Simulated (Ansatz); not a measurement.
# CsLi2I3: a single-point run

Wanted: a converged single-point run for CsLi2I3, and a check of what comes out. The structure is shown as the input types it.

Program: Ansatz 0.2.0. Level of theory: density functional or hybrid calculation with the settings of its input, plane waves (as first typed). These are calculated values, not measurements.

2 further runs of the same task are left out: 1 for a known fault of the program, 1 that didn't finish.

## (1) Starting point

Symmetry: P-4m2, No. 115, tetragonal system. The conventional cell has a = 4.587 Å, b = 4.587 Å, c = 10.887 Å, α = 90.00°, β = 90.00°, γ = 90.00°. Cs (site symmetry -4m2) has 8 I at 3.95 Å as nearest neighbours. Li (site symmetry 2mm) has 4 I at 2.77 to 2.81 Å as nearest neighbours. I (site symmetry 2mm) has 2 Li at 2.81 Å and 4 Cs at 3.95 Å as nearest neighbours. I (site symmetry -4m2) is surrounded by 4 Li at 2.77 Å.

Structure file:

```
CELL_PARAMETERS angstrom
4.58684 0.00000 0.00000
0.00000 4.58684 0.00000
0.00000 0.00000 10.88744
ATOMIC_POSITIONS crystal
Cs 0.50000 0.50000 0.50000
Li 0.50000 0.00000 0.14325
Li 0.00000 0.50000 0.85675
I 0.00000 0.00000 0.29309
I 0.00000 0.00000 0.70691
I 0.50000 0.50000 0.00000
```

## (2) Running it

Input file input.yaml:

```yaml
crystal:
  lattice:
    - [4.5868381079, 0.0, 0.0]
    - [0.0, 4.5868381079, 0.0]
    - [0.0, 0.0, 10.8874385158]
  atoms:
    - { symbol: Cs, position: [0.5, 0.5, 0.5] }
    - { symbol: Li, position: [0.5, 0.0, 0.1432526884] }
    - { symbol: Li, position: [0.0, 0.5, 0.8567473116] }
    - { symbol: I, position: [0.0, 0.0, 0.293088278] }
    - { symbol: I, position: [0.0, 0.0, 0.706911722] }
    - { symbol: I, position: [0.5, 0.5, 0.0] }
kpoints:
  mp_grid: { grid: [4, 4, 2] }
hamiltonian:
  xc: pbesol
scf:
  occupations: { method: fixed }
  n_extra_bands: 5
  convergence: { dr2_threshold: 1.0 }
  max_iter: 89
output:
  forces: true
  stress: true
  eigenvalues: true
```

On the command line:

```
> ansatz run input.yaml --threads 4 --pin off --max-ram 4608MiB --backend cpu --events-out ev --progress --plain --runs-dir out
```

**Question.** How will this run end, and is anything wrong with its input?

The run converged and reported no error, with warnings (force scf threshold loose, stress scf threshold loose). Its log warns: «scf.convergence.dr2_threshold = 1e0 eV is looser than this run's default, which is 1e-7 eV or tighter. The error in the forces grows as the threshold's square root ...»

The threshold asked is loose, but the program put off the close and ended at dr2 = 8.2e-8, so little accuracy was lost here.

To check: delete scf.convergence.dr2_threshold (the default then holds).
